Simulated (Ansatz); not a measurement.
# AlF2H4NS: the cost of one run

All numbers below are computed with Ansatz 0.2.0 (RHF/6-31G*).

1 further run of the same task is left out (it didn't finish).

**1. The system as given**

Bond lengths: Al1–N2 2.270 Å, N2–H3 1.060 Å, N2–H4 1.060 Å, Al1–F5 1.690 Å, Al1–F6 1.690 Å, Al1–S7 2.560 Å, S7–H8 1.400 Å. Angles: Al1–N2–H3 120.0°, Al1–N2–H4 120.0°, H3–N2–H4 120.0°, N2–Al1–F5 120.0°, N2–Al1–F6 120.0°, N2–Al1–S7 71.6°, F5–Al1–F6 120.0°, F5–Al1–S7 105.4°, F6–Al1–S7 92.8°, Al1–S7–H8 109.5°.

Structure file:

```xyz
9

Al    0.0000    0.0000    0.0000
N     0.0000    0.0000    2.2700
H    -0.8770   -0.2713    2.8000
H     0.8770    0.2713    2.8000
F     1.4635    0.0000   -0.8450
F    -1.4635    0.0000   -0.8450
S    -0.3202    2.4082    0.8072
H    -1.6213    2.8314    0.5106
H    -0.1699    1.2777    2.0190
```

**2. Pulling towards end A**

Springs on the bonds that form and break draw the guess towards this end; the thresholds are loose.

input.yaml

```yaml
crystal:
  periodic: [false, false, false]
  atoms:
    - { symbol: Al, position_ang: [0.0, 0.0, 0.0] }
    - { symbol: "N", position_ang: [0.0, 0.0, 2.27] }
    - { symbol: H, position_ang: [-0.877, -0.2713, 2.8] }
    - { symbol: H, position_ang: [0.877, 0.2713, 2.8] }
    - { symbol: F, position_ang: [1.4635, 0.0, -0.845] }
    - { symbol: F, position_ang: [-1.4635, 0.0, -0.845] }
    - { symbol: S, position_ang: [-0.3202, 2.4082, 0.8072] }
    - { symbol: H, position_ang: [-1.6213, 2.8314, 0.5106] }
    - { symbol: H, position_ang: [-0.1699, 1.2777, 2.019] }
basis:
  gaussian: { orbitals: "6-31G*" }
hamiltonian:
  xc: hf
relax:
  f_tol: 0.15
  max_steps: 25
  restrain:
    - { distance: [0, 6], at: 3.46, k: 30.0 }
    - { distance: [8, 1], at: 2.26, k: 30.0 }
    - { distance: [0, 1], at: 1.92, k: 30.0 }
    - { distance: [8, 6], at: 1.4, k: 30.0 }
```

Command:

```console
$ ansatz run input.yaml --threads 1 --pin off --max-ram 2048MiB --backend cpu --events-out ev --progress --plain --runs-dir out
```

Q: Estimate wall time and peak memory on 1 thread of Arm Neoverse N1, shared host.

About 45 s, with a peak of 0.17 GiB.
